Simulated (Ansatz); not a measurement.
# Hf: the cost of one run

Program: Ansatz 0.2.0. Level of theory: DFT PBEsol, scalar-relativistic. These are calculated values, not measurements.

**1. The system as given**

Symmetry: Fm-3m, No. 225, cubic system. Conventional cell: a = 4.440 Å, b = 4.440 Å, c = 4.440 Å, α = 90.00°, β = 90.00°, γ = 90.00°. Hf (site symmetry m-3m) has 12 Hf at 3.14 Å as nearest neighbours.

Coordinates:

```
Hf
1.0
     0.00000    2.22000    2.22000
     2.22000    0.00000    2.22000
     2.22000    2.22000    0.00000
Hf
1
Direct
  0.00000 0.00000 0.00000
```

**2. The deformed structure**

Space group Fm-3m before, I4/mmm after.

**3. All-electron LAPW**

input.yaml reads:

```yaml
crystal:
  lattice:
    - [0.0, 2.22, 2.2422]
    - [2.22, 0.0, 2.2422]
    - [2.22, 2.22, 0.0]
  atoms:
    - { symbol: Hf, position: [0.0, 0.0, 0.0] }
kpoints:
  mp_grid: { grid: [16, 16, 16] }
  band_path:
    path:
      - [0.0, 0.0, 0.0]
      - [0.0, 0.5, 0.5]
      - [0.25, 0.75, 0.5]
      - [0.0, 0.5, 0.0]
      - [0.0, 0.0, 0.0]
      - [0.5, 0.5, 0.0]
      - [0.3725370062, 0.6274629938, 0.0]
      - [-0.3725370062, 0.3725370062, 0.0]
      - [0.0, 0.0, 0.0]
    npoints: 5
scf:
  occupations: { method: fermi_dirac, width: 0.03 }
hamiltonian:
  xc: pbesol
  pseudopotentials: { kind: all_electron, lapw: { basis_error: 0.00025 } }
output:
  forces: true
  stress: true
  eigenvalues: true
```

The run is started by

```
> ansatz run input.yaml --threads 1 --pin off --max-ram 3072MiB --backend cpu --events-out ev --progress --plain --runs-dir out
```

**Question.** How long does this run take on 1 thread of Intel Xeon 6975P-C (Granite Rapids), shared host, and how much memory does it need?

About 27 s, with a peak of 0.69 GiB.
